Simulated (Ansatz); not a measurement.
**ClH4O4Ta: a ladder of functionals and wavefunction methods**

One table from this session's results is given with a row withheld; the runs are named, their logs left out.

Computed with Ansatz 0.2.0, Gaussian basis. Level: functionals in def2-TZVPP, the program's frozen cores in correlated methods.

Plan: LDA (SPW92), PBE-D4, revPBE-D4, BLYP-D4, r2SCAN-D4, B97M-V, PBE0-D4, B3LYP-D4, r2SCANh-D4, r2SCAN0-D4, HSE06-D4, BHLYP-D4, CAM-B3LYP-D4, LC-ωPBE, ωB97X-V, ωB97M-V, B2PLYP, PBE-QIDH; CCSD(T)/def2-SVP; CCSD(T)/def2-TZVPP; MP2/def2-QZVPP; extrapolation to the limit; RPA on PBE.

**The relaxed structure**

All runs share one geometry, relaxed beforehand with PBE0-D4 in a triple-zeta def2 set. Ta takes the def2 core potential; no spin-orbit term is included.

SMILES `[OH][Ta]([OH])([OH])([OH])[Cl]`, 10 atoms, charge 0, spin multiplicity 1.

Atoms are counted from 1 here; the program's logs count them from 0.

Bond lengths: O1–Ta2 1.901 Å, O1–H7 0.960 Å, Ta2–O3 1.857 Å, Ta2–O4 1.901 Å, Ta2–O5 1.901 Å, Ta2–Cl6 2.449 Å, O3–H8 0.953 Å, O4–H9 0.960 Å, O5–H10 0.960 Å. Angles: Ta2–O1–H7 121.5°, O1–Ta2–O3 94.5°, O1–Ta2–O4 119.4°, O1–Ta2–O5 119.4°, O1–Ta2–Cl6 85.5°, O3–Ta2–O4 94.5°, O3–Ta2–O5 94.4°, O3–Ta2–Cl6 179.9°, O4–Ta2–O5 119.4°, O4–Ta2–Cl6 85.5°, O5–Ta2–Cl6 85.5°, Ta2–O3–H8 179.6°, Ta2–O4–H9 121.5°, Ta2–O5–H10 121.4°.

Set-up of the first run:

Input file in.yaml:

```yaml
crystal:
  periodic: [false, false, false]
  atoms:
    - {symbol: O, position_ang: [-1.154350, -0.988830, -1.128541]}
    - {symbol: Ta, position_ang: [0.084268, -0.102745, 0.009033]}
    - {symbol: O, position_ang: [1.232239, -1.557280, 0.135660]}
    - {symbol: O, position_ang: [-0.259096, -0.020835, 1.876876]}
    - {symbol: O, position_ang: [1.390606, 1.050192, -0.751384]}
    - {symbol: Cl, position_ang: [-1.427757, 1.817039, -0.158877]}
    - {symbol: H, position_ang: [-1.946148, -0.548734, -1.446359]}
    - {symbol: H, position_ang: [1.825777, -2.300263, 0.198770]}
    - {symbol: H, position_ang: [-0.845171, 0.641768, 2.249851]}
    - {symbol: H, position_ang: [1.182730, 1.958589, -0.982132]}
basis:
  gaussian: {orbitals: def2-TZVPP}
hamiltonian: {xc: lda}
output: {orbitals: {seedname: orbitals}}
```

On the command line:

```
> ansatz run in.yaml --threads 4 --pin off --events-out ev --progress --plain --max-ram 11315MiB
```

Steps of the session up to this table: LDA; PBE-D4 (GGA); revPBE-D4 (GGA); BLYP-D4 (GGA); r2SCAN-D4 (meta-GGA); B97M-V (meta-GGA); PBE0-D4 (hybrid); B3LYP-D4 (hybrid); r2SCANh-D4 (hybrid); r2SCAN0-D4 (hybrid); HSE06-D4 (hybrid); BHLYP-D4 (hybrid); CAM-B3LYP-D4 (range-separated); LC-ωPBE (range-separated); ωB97X-V (range-separated); ωB97M-V (range-separated); B2PLYP (double hybrid); PBE-QIDH (double hybrid).

One of the session's tables, all rows but one given; the rest of the session is left out.

It belongs to the step «Orbital energies across the functionals». 

| functional | HOMO (eV) | LUMO (eV) | gap (eV) |
| --- | --- | --- | --- |
| LDA (SPW92) | -7.13 | -2.58 | 4.56 |
| PBE-D4 | -6.94 | -2.33 | 4.60 |
| revPBE-D4 | -6.86 | -2.24 | 4.62 |
| BLYP-D4 | -6.79 | -2.23 | 4.55 |
| r2SCAN-D4 | -7.32 | -2.19 | 5.13 |
| B97M-V | -7.39 | -2.14 | 5.25 |
| PBE0-D4 | -8.41 | -1.51 | 6.90 |
| B3LYP-D4 | -8.13 | -1.75 | 6.38 |
| r2SCANh-D4 | -7.86 | -1.88 | 5.98 |
| r2SCAN0-D4 | ? | ? | ? |
| HSE06-D4 | -8.00 | -1.89 | 6.11 |
| BHLYP-D4 | -9.74 | -0.52 | 9.22 |
| CAM-B3LYP-D4 | -9.80 | -0.39 | 9.41 |
| LC-ωPBE | -11.22 | 0.82 | 12.04 |
| ωB97X-V | -10.84 | 0.72 | 11.56 |
| ωB97M-V | -10.70 | 0.65 | 11.35 |

**Question.** Estimate the row for r2SCAN0-D4.

Worked estimate for «HOMO (eV)». Against the share of exact exchange, r2SCAN-D4 (0, -7.32), r2SCANh-D4 (0.1, -7.86) give a slope of -5.40 per unit share; at 0.25 the line stands at -8.67.

The run gave: HOMO (eV): -8.67; LUMO (eV): -1.41; gap (eV): 7.26. In «HOMO (eV)» the line misses by 0.00.
